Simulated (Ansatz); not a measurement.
# GeH₃F (singlet): from Hartree-Fock to the top rungs, cc-pVDZ

How much of the correlation energy of GeH₃F (singlet) does each wave-function method recover here?

Program: Ansatz 0.2.0, Gaussian basis. Level of theory: cc-pVDZ, core rule «outside noble gas», up to 15 orbitals frozen. These are calculated values, not measurements.

The runs, in order: UHF; CCSD(T) on RHF; BCCD(T) on RHF; CISD; CCSDT(Q) on RHF.

23 further runs of the same task are left out: 5 for a known fault of the program, 8 that didn't finish, 10 set aside as unsound or not needed.

## (1) The system

The geometry is a PBE0/def2-TZVP stationary point (not a proven minimum). No spin-orbit coupling is included. The filled d shell of Ge may be among the frozen orbitals whatever the setting's name suggests; the logs give the count.

5 atoms, charge 0, spin multiplicity 1.

Atoms are counted from 1 here; the program's logs count them from 0.

Bond lengths: Ge1–F2 1.742 Å, Ge1–H3 1.533 Å, Ge1–H4 1.533 Å, Ge1–H5 1.533 Å. Angles: F2–Ge1–H3 106.2°, F2–Ge1–H4 106.2°, F2–Ge1–H5 106.2°, H3–Ge1–H4 112.5°, H3–Ge1–H5 112.5°, H4–Ge1–H5 112.5°.

## (2) UHF

Input file in.yaml:

```yaml
crystal:
  periodic: [false, false, false]
  atoms:
    - {symbol: Ge, position_ang: [-0.335893, -0.002403, 0.001544]}
    - {symbol: F, position_ang: [1.406007, 0.010057, -0.006463]}
    - {symbol: H, position_ang: [-0.775318, 1.466462, 0.004484]}
    - {symbol: H, position_ang: [-0.753666, -0.742234, 1.277782]}
    - {symbol: H, position_ang: [-0.765397, -0.740640, -1.271719]}
basis:
  gaussian: {orbitals: cc-pVDZ}
magnetization: {spin_polarized: true, initial_magnetization: 0}
hamiltonian: {xc: hf}
output: {orbitals: {seedname: orbitals}}
```

Command:

```console
ansatz run in.yaml --threads 1 --pin off --events-out ev --progress --plain --max-ram 2393MiB
```

The runs that follow: CCSD(T) on RHF; BCCD(T) on RHF; CISD; CCSDT(Q) on RHF.

Q: Predict the results of all the runs planned. Wanted: RCCSDT(Q) below the RHF energy; RMP2 from RCCSDT(Q); RCCSD from RCCSDT(Q); RCCSD(T) from RCCSDT(Q); T1 diagnostic.

As calculated:

```
                         quantity                      value
   RCCSDT(Q) below the RHF energy                 -8.7460 eV
              RMP2 from RCCSDT(Q)                 +802.6 meV
             RCCSD from RCCSDT(Q)                 +166.3 meV
          RCCSD(T) from RCCSDT(Q)                  +31.2 meV
levels within 1 kcal/mol (43 meV)  RCCSD(T), BCCD(T), RCCSDT
                    T1 diagnostic                      0.012
```

In words: RCCSD(T) misses by +31.2 meV, 0.4 % of the correlation energy. These misses are within one basis, not against nature.
